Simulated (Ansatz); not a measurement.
**MnHg: energy and pressure over a range of volumes**

The task here is to estimate one member of a computed series from the others.

Method: DFT PBE, scalar-relativistic, in Ansatz 0.2.0.

**The structure to begin with**

The structure is tetragonal, space group P4/mmm (No. 123). Conventional cell: a = 3.288 Å, b = 3.288 Å, c = 3.313 Å, α = 90.00°, β = 90.00°, γ = 90.00°. Around Mn (site symmetry 4/mmm) lie 8 Hg at 2.85 Å. Hg (site symmetry 4/mmm) is surrounded by 8 Mn at 2.85 Å.

As a file:

```xyz
2
Lattice="3.2880 0.0000 0.0000 0.0000 3.2880 0.0000 0.0000 0.0000 3.3130" Properties=species:S:1:pos:R:3 pbc="T T T"
Mn    1.6440    1.6440    1.6565
Hg    0.0000    0.0000    0.0000
```

Structure: COD 1522568, as refined from experiment and not relaxed.

Atoms are numbered in the order of the input: Mn1, Hg2.

The first run:

input.yaml reads:

```yaml
crystal:
  lattice:
    - [3.2322604184, 0.0, 0.0]
    - [0.0, 3.2322604184, 0.0]
    - [0.0, 0.0, 3.2568366077]
  atoms:
    - { symbol: Mn, position: [0.5, 0.5, 0.5], spin: 4.0 }
    - { symbol: Hg, position: [0.0, 0.0, 0.0] }
magnetization:
  spin_polarized: true
kpoints:
  mp_grid: { grid: [10, 10, 10] }
scf:
  occupations: { method: fermi_dirac, width: 0.05 }
hamiltonian:
  xc: pbe
  pseudopotentials: { kind: all_electron, lapw: { basis_error: 0.0005 } }
output:
  forces: true
  stress: true
  eigenvalues: true
```

Steps of the session up to this table: Volume × 0.95, LAPW; Volume × 0.95, PAW; Volume × 0.95, crystal datasets; Volume × 0.975, LAPW; Volume × 0.975, PAW; Volume × 1.025, LAPW; Volume × 1.025, PAW; Volume × 1.05, LAPW; Volume × 1.05, PAW; Volume × 1.05, crystal datasets.

One table of the session follows, with a row left open; its other results are not shown here.

It belongs to the step «Fits». 

```
          method  volume (Å³/atom)  pressure (GPa)  moment Mn1 (μB)  moment Hg2 (μB)
            LAPW            17.013            6.80             3.79            -0.04
            LAPW            17.461            3.98             3.84            -0.05
            LAPW            17.908            1.64             3.89            -0.06
            LAPW            18.356           -0.08             3.95            -0.05
            LAPW            18.804           -1.76             4.00            -0.06
             PAW            17.013            6.79             3.73            -0.02
             PAW            17.461            3.97             3.78            -0.02
             PAW            17.908            1.62             3.83            -0.03
             PAW            18.356           -0.10             3.90            -0.03
             PAW            18.804               ?                ?                ?
crystal datasets            17.013            6.80             3.73            -0.02
crystal datasets            17.908            1.64             3.83            -0.03
crystal datasets            18.804           -1.76             3.95            -0.03
```

**Question.** Estimate the row for PAW, 18.804.

**Answer.** pressure (GPa): -1.77; moment Mn1 (μB): 3.95; moment Hg2 (μB): -0.03. In the column «pressure (GPa)» it is the lowest.

Caveats from the session: Shape and positions are held, so a fully relaxed modulus can be lower. Other magnetic orders may lie lower; this is the state that the run reached. Warnings in the runs' records: gradients without spin orbit, crystal datasets made.
